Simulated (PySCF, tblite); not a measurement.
# C₇H₁₃ radical: geometry, infrared bands and EPR parameters

Wanted: the infrared bands and EPR parameters of C₇H₁₃ radical (`C[C]1CCC[C@@H]1C`), by calculation.

The runs use tblite 0.8.0 and PySCF 2.14.0, with density-fitted response routines of our own; the level of theory stands in each step. All values are computed, except where a source is named. Atoms count from 0, in the outputs and in this text.

## (1) The molecule as given

20 atoms, charge 0, multiplicity 2; geometry from: force field or distance geometry start.

Bonds of the start (Å): C0–C1 1.49, C1–C2 1.52, C2–C3 1.51, C3–C4 1.50, C4–C5 1.53, C5–C6 1.51, C5–C1 1.50, C0–H7 1.10, C0–H8 1.10, C0–H9 1.12, C2–H10 1.10, C2–H11 1.11, C3–H12 1.11, C3–H13 1.10, C4–H14 1.09, C4–H15 1.12, C5–H16 1.10, C6–H17 1.10, C6–H18 1.10, C6–H19 1.13.

## (2) Relaxing the molecule with GFN2-xTB

What the job is given:

```
{"job": {"kind": "relax", "xc": "GFN2-xTB", "basis": "xTB"}, "charge": 0, "multiplicity": 2}
C     -0.733000     1.655100    -0.390400
C     -0.355800     0.371200    -1.055000
C     -1.399500    -0.672600    -0.709500
C     -0.990300    -0.995900     0.705800
C      0.457600    -1.341500     0.499900
C      0.880500    -0.271300    -0.502900
C      1.795300     0.660900     0.248300
H     -0.026000     2.043900     0.353700
H     -0.844400     2.436100    -1.162900
H     -1.724300     1.564800     0.119600
H     -1.252700    -1.522100    -1.393200
H     -2.434500    -0.272300    -0.725800
H     -1.029800    -0.068900     1.313500
H     -1.571500    -1.828400     1.138200
H      0.504400    -2.347700     0.071800
H      1.048500    -1.250900     1.449600
H      1.427000    -0.746400    -1.328900
H      1.425700     0.921600     1.254800
H      2.062300     1.575600    -0.310000
H      2.755500     0.099600     0.420300
```

On the command line:

```
$ OMP_NUM_THREADS=1 python probes_run.py task.json out
```

The driver reads the jobs from task.json and runs them one after another.

The log of the run:

```text
step      E/eV     max force
  0    -585.66849    2.382
  1    -585.90656    1.519
  2    -586.01931    0.750
  3    -586.08780    0.696
  4    -586.14684    0.576
  5    -586.18589    0.655
  6    -586.22235    0.498
  7    -586.24967    0.328
  8    -586.26927    0.326
  9    -586.28715    0.502
 10    -586.30986    0.579
 11    -586.33968    0.492
 12    -586.37349    0.518
 13    -586.40286    0.460
 14    -586.42675    0.341
 15    -586.44880    0.357
 16    -586.46656    0.280
 17    -586.47853    0.235
 18    -586.48691    0.204
 19    -586.49482    0.208
 20    -586.50371    0.219
 21    -586.51244    0.251
 22    -586.51979    0.229
 23    -586.52663    0.196
 24    -586.53537    0.219
 25    -586.54738    0.235
 26    -586.56127    0.275
 27    -586.57313    0.315
 28    -586.58149    0.288
 29    -586.59235    0.190
 30    -586.60093    0.216
 31    -586.60721    0.205
 32    -586.61234    0.144
 33    -586.61589    0.124
 34    -586.61864    0.110
 35    -586.62172    0.116
 36    -586.62514    0.140
 37    -586.62811    0.148
 38    -586.63004    0.153
 39    -586.63284    0.105
 40    -586.63532    0.097
 41    -586.63767    0.108
 42    -586.64101    0.108
 43    -586.64367    0.112
 44    -586.64603    0.091
 45    -586.64747    0.115
 46    -586.64896    0.118
 47    -586.65057    0.093
 48    -586.65290    0.091
 49    -586.65394    0.091
 50    -586.65533    0.094
 51    -586.65692    0.085
 52    -586.65888    0.119
 53    -586.66118    0.116
 54    -586.66307    0.118
 55    -586.66550    0.097
 56    -586.66732    0.107
 57    -586.67003    0.113
 58    -586.67069    0.204
 59    -586.67334    0.136
 60    -586.67525    0.134
 61    -586.68026    0.286
 62    -586.68398    0.170
 63    -586.68941    0.164
 64    -586.68960    0.561
 65    -586.70152    0.135
 66    -586.70661    0.142
 67    -586.70778    0.544
 68    -586.71866    0.149
 69    -586.72250    0.181
 70    -586.72882    0.455
 71    -586.73567    0.167
 72    -586.73876    0.157
 73    -586.74533    0.165
 74    -586.74762    0.134
 75    -586.75103    0.095
 76    -586.75297    0.105
 77    -586.75534    0.120
 78    -586.75822    0.134
 79    -586.76080    0.171
 80    -586.76290    0.173
 81    -586.76501    0.146
 82    -586.76722    0.081
 83    -586.76859    0.067
 84    -586.76978    0.070
 85    -586.77047    0.085
 86    -586.77112    0.095
 87    -586.77174    0.085
 88    -586.77241    0.069
 89    -586.77305    0.055
 90    -586.77353    0.039
 91    -586.77384    0.041
 92    -586.77407    0.030
 93    -586.77432    0.033
 94    -586.77456    0.032
 95    -586.77478    0.032
 96    -586.77501    0.037
 97    -586.77527    0.047
 98    -586.77557    0.058
 99    -586.77593    0.058
100    -586.77637    0.047
101    -586.77692    0.071
102    -586.77757    0.076
103    -586.77827    0.059
104    -586.77904    0.061
105    -586.77991    0.062
106    -586.78086    0.067
107    -586.78169    0.064
108    -586.78224    0.061
109    -586.78257    0.049
110    -586.78285    0.036
111    -586.78313    0.039
112    -586.78338    0.032
113    -586.78354    0.031
114    -586.78364    0.020
115    -586.78371    0.023
116    -586.78377    0.017
117    -586.78384    0.015
118    -586.78389    0.017
119    -586.78395    0.020
120    -586.78404    0.023
121    -586.78416    0.024
122    -586.78430    0.019
123    -586.78444    0.019
124    -586.78458    0.021
125    -586.78471    0.026
126    -586.78488    0.031
127    -586.78509    0.031
128    -586.78535    0.026
129    -586.78559    0.024
130    -586.78572    0.019
131    -586.78578    0.012
132    -586.78582    0.010
```

Run time: 2.3 s. Hardware: 1 thread of Intel Xeon at 2.50GHz, shared host.

Along the way: (not every step is listed)

```tsv
step	energy from step 0 (eV)	largest force (eV/Å)
0	0.0000	2.3815
1	-0.2381	1.5190
2	-0.3508	0.7501
3	-0.4193	0.6961
4	-0.4783	0.5760
5	-0.5174	0.6547
6	-0.5539	0.4984
7	-0.5812	0.3283
8	-0.6008	0.3265
19	-0.8263	0.2081
30	-0.9324	0.2164
41	-0.9692	0.1078
52	-0.9904	0.1193
63	-1.0209	0.1636
74	-1.0791	0.1338
85	-1.1020	0.0854
96	-1.1065	0.0366
107	-1.1132	0.0642
118	-1.1154	0.0174
127	-1.1166	0.0309
128	-1.1169	0.0264
129	-1.1171	0.0238
130	-1.1172	0.0193
131	-1.1173	0.0116
132	-1.1173	0.0100
```

Distances of close pairs at the start and the end, largest changes first:

```tsv
bond	before (Å)	after (Å)	change (Å)
C6–H19	1.125	1.088	-0.038
C0–H9	1.118	1.088	-0.031
C4–H15	1.122	1.092	-0.031
C1–C2	1.516	1.486	-0.029
C3–C4	1.503	1.528	+0.026
C5–C6	1.507	1.532	+0.025
C2–C3	1.508	1.532	+0.023
C3–H12	1.109	1.089	-0.020
```

The end geometry stands in the next job.

## (3) Vibrational analysis with GFN2-xTB

What the job is given:

```
{"job": {"kind": "ir", "xc": "GFN2-xTB", "basis": "xTB"}, "charge": 0, "multiplicity": 2}
C     -0.657029     1.810036    -1.053971
C     -0.485603     0.497260    -0.395097
C     -1.602528    -0.326820     0.136911
C     -0.969525    -1.705383     0.348521
C      0.485731    -1.382893     0.686061
C      0.829072    -0.183156    -0.210534
C      1.916524     0.714610     0.387614
H     -0.139182     2.605751    -0.508588
H     -0.240167     1.805526    -2.066990
H     -1.710887     2.071904    -1.115448
H     -2.463131    -0.354763    -0.538563
H     -1.969028     0.073226     1.094521
H     -1.461254    -2.282402     1.130680
H     -1.015112    -2.275802    -0.580826
H      1.149666    -2.230988     0.523873
H      0.562526    -1.081003     1.732345
H      1.207201    -0.548676    -1.180707
H      1.574861     1.149973     1.324372
H      2.166427     1.519510    -0.298978
H      2.816289     0.134768     0.581768
```

The log of the run:

```text
mode    cm-1     km/mol
  1     -37.3      1.53
  2      68.8      0.01
  3     142.8      3.32
  4     203.2      0.86
  5     238.6      0.62
  6     262.1      1.11
  7     360.3      0.46
  8     451.8      1.86
  9     526.1      0.39
 10     569.3      1.49
 11     762.5      0.73
 12     853.8      1.75
 13     875.3      0.89
 14     926.5      0.25
 15     968.5      1.32
 16     974.2      2.17
 17     995.1      1.43
 18    1004.6      2.82
 19    1026.3      4.82
 20    1069.1      3.98
 21    1074.7      0.24
 22    1116.4      1.30
 23    1148.4      2.95
 24    1186.6      1.05
 25    1205.3      0.98
 26    1241.3      8.85
 27    1261.6      5.80
 28    1272.0      0.50
 29    1279.5     12.32
 30    1317.4      3.15
 31    1328.3      2.52
 32    1349.5      9.96
 33    1398.4      1.27
 34    1401.5      0.77
 35    1466.5      2.13
 36    1470.2      1.29
 37    1486.1      1.12
 38    1489.4      1.30
 39    1498.2      0.09
 40    1502.7      1.37
 41    1506.6      1.18
 42    2795.9     59.96
 43    2828.8     43.78
 44    2895.5     36.03
 45    2928.8     60.89
 46    2934.3     38.79
 47    2972.0      0.83
 48    2985.7     96.14
 49    3000.1     39.52
 50    3005.5     71.12
 51    3026.3     51.27
 52    3029.4     41.05
 53    3034.1     39.93
 54    3039.9     35.26
```

Wall time 1.7 s (1 thread of Intel Xeon at 2.50GHz, shared host).

Which atoms move in the most intense modes:

```tsv
cm⁻¹	km/mol	atoms
2796	60.0	H16 93 %
2829	43.8	H11 88 %
2929	60.9	H10 85 %
2986	96.1	H13 53 %, H15 37 %
3006	71.1	H14 46 %, H12 37 %
3026	51.3	H19 61 %, H17 29 %
3029	41.0	H17 61 %, H19 27 %
3034	39.9	H9 92 %
```

## (4) EPR parameters: B3LYP/pcH-1

Settings changed since step 3:

```diff
@@ -1,2 +1,2 @@
-{"job": {"kind": "ir", "xc": "GFN2-xTB", "basis": "xTB"}, "charge": 0, "multiplicity": 2}
+{"job": {"kind": "epr", "basis": "pcH-1"}, "charge": 0, "multiplicity": 2}
 C     -0.657029     1.810036    -1.053971
```

Level: UKS B3LYP, pcH-1 on C H, non-relativistic, mean-field spin-orbit, GIAO.

The log of the run:

```text
UKS, coarse grid
  cycle   1  E = -274.47927617  |g| = 3.68e-01
  cycle   2  E = -274.44641620  |g| = 4.51e-01
  cycle   3  E = -274.55420788  |g| = 3.98e-02
  cycle   4  E = -274.55468740  |g| = 2.67e-02
  cycle   5  E = -274.55502208  |g| = 4.52e-03
  cycle   6  E = -274.55503369  |g| = 1.27e-03
  cycle   7  E = -274.55503527  |g| = 6.96e-04
UKS, final grid
  cycle   1  E = -274.55505189  |g| = 7.82e-04
  cycle   2  E = -274.55505177  |g| = 9.45e-04
  cycle   3  E = -274.55505220  |g| = 6.81e-05
  cycle   4  E = -274.55505220  |g| = 2.71e-05
E = -274.55505220 Eh   <S^2> = 0.7542 (exact 0.7500)
g shifts (ppm)      1          2          3
  rmc          -139       -139       -139
  gc              0         30         29
  oz_so           1        606        648
  total        -138        497        538
hyperfine (MHz)  atom isotope    a_iso     a_fc   dipolar eigenvalues
    0   13C     -33.28     -33.28     -1.87     -0.41      2.28
    1   13C      91.32      91.32    -80.43    -79.77    160.20
    2   13C     -34.60     -34.60     -1.86      0.02      1.84
    3   13C       4.95       4.95     -1.31     -0.79      2.10
    4   13C       1.50       1.50     -1.11     -0.66      1.77
    5   13C     -31.61     -31.61     -1.43     -0.59      2.02
    6   13C      43.18      43.18     -3.28     -2.90      6.18
    7    1H     104.28     104.28     -4.72     -4.00      8.72
    8    1H      98.08      98.08     -4.59     -4.01      8.60
    9    1H       3.30       3.30     -4.84     -3.71      8.55
   10    1H      71.14      71.14     -4.34     -3.85      8.20
   11    1H     138.37     138.37     -5.07     -3.70      8.77
   12    1H      -0.07      -0.07     -1.93     -1.50      3.43
   13    1H      -2.00      -2.00     -3.02     -2.39      5.41
   14    1H      -0.78      -0.78     -1.87     -1.49      3.36
   15    1H      -1.55      -1.55     -2.90     -2.33      5.22
   16    1H     114.33     114.33     -4.84     -4.02      8.86
   17    1H      -2.50      -2.50     -4.44     -2.10      6.53
   18    1H      -2.39      -2.39     -3.21     -2.09      5.30
   19    1H       2.84       2.84     -2.40     -1.78      4.18
```

It took 2.8 min on 1 thread of Intel Xeon at 2.50GHz, shared host; peak memory 1 GiB.

Principal g values 2.00218, 2.00282, 2.00286; g(iso) = 2.00262, against 2.00232 for a free electron.

Mean a(iso) over the nuclei that a row names, and the largest dipolar term of the row (other rows stand at the frozen geometry):

```tsv
nuclei	isotope	a(iso) (MHz)	a(iso) (G, at g = 2.0023)	largest dipolar term (MHz)
H11	1H	138.4	49.4	8.8
H16	1H	114.3	40.8	8.9
C1	13C	91.3	32.6	160.2
H10	1H	71.1	25.4	8.2
H7, H8, H9	1H	68.6	24.5	8.7
C6	13C	43.2	15.4	6.2
C2	13C	-34.6	-12.3	-1.9
C0	13C	-33.3	-11.9	2.3
C5	13C	-31.6	-11.3	2.0
C3	13C	4.9	1.8	2.1
H13	1H	-2.0	-0.7	5.4
H15	1H	-1.5	-0.6	5.2
C4	13C	1.5	0.5	1.8
H14	1H	-0.8	-0.3	3.4
```

Mulliken spin populations:

C0 -0.08; C1 0.97; C2 -0.09; C3 0.01; C4 0.00; C5 -0.08; C6 0.02; H7 0.04; H8 0.05; H9 0.00; H10 0.03; H11 0.06; H12 0.00; H13 0.00; H14 0.00; H15 0.00; H16 0.06; H17 0.00; H18 0.00; H19 0.00

In first order the couplings over 0.8 MHz of 1H give 128 distinct lines over 190.2 G, if the averaged nuclei exchange fast.

The fields below are evaluated on a grid from the run's orbitals.

ELF in a plane through or near 11 of the atoms.

Ten even steps from ' ' (0.00) to '@' (1.00):
```
                                                        
                                                        
                              ::----                    
                            ==@@@@@@++                  
                  ..        %%@@@@@@%%..                
              ..--==--..    ++@@@@@@**::::..            
              ..==****==::  ::**==::##@@@@@@++          
                ::++::::**++**%%++..%%@@@@@@##          
          ......--**--..####++%%%%++##@@@@%%--          
      ..**@@@@%%**%%%%==::==##**--                      
      ::%%@@@@@@++..##::..++++**++::::==++--..          
      ..**%%%%%%++%%@@--**@@--==%%####@@@@%%++          
        ..----::::**==--::%%**##%%----@@@@##--          
                ..**@@@@%%==..::**##**++--::            
                --@@@@@@@@--  ++@@@@@@##..              
                ::%%@@@@%%..  **@@@@@@%%..              
                  ..----..    ..**%%##--                
                                  ..                    
                                                        
                                                        
```
The map spans 11.0 Å across and 10.6 Å up, centred on the molecule. Atoms in the plane (x, y in Å): C0 (1.6, -1.5), C1 (0.4, -0.7), C2 (-1.0, -1.3), C3 (-2.0, -0.2), C4 (-1.2, 1.1), C6 (1.3, 1.6), H9 (1.5, -2.5), H10 (-1.1, -2.3), H12 (-2.9, -0.3), H18 (2.3, 1.4), H19 (1.1, 2.7).

On the surface of density 0.002 e/bohr³ the electrostatic potential runs, from the 1st to the 99th percentile, from -0.19 V near C1 to 0.48 V near H9.

The spin density lies nearest to C1 64 %.

## (5) What came out

| quantity | value |
| --- | --- |
| strongest single infrared mode (GFN2-xTB) | 2986 cm⁻¹, 96 km/mol |
| zero-point energy (GFN2-xTB) | 112.6 kcal/mol |
| g(iso) (B3LYP) | 2.00262 |
| ⟨S²⟩ | 0.754 (exact 0.75) |
| largest a(iso) (averaged by class) | 1H on H11, 138.4 MHz |
| surface potential, 1st and 99th percentile | -0.19 V and 0.48 V |

**Reading.** Relaxing lowered the energy by 1.117 eV in 132 steps; the close pair that moved most is C6–H19, from 1.125 to 1.088 Å. The lowest mode is imaginary (37i cm⁻¹), so the xTB geometry is not a minimum. The strongest single mode, at 2986 cm⁻¹, moves mainly H13 and H15. Unscaled tight-binding wavenumbers are off by several per cent, some by more. Its intensities can rank the bands wrongly. Most of the unpaired spin sits on C1 (0.97 e). The isotropic g lies 0.3 ppt above the free-electron value.
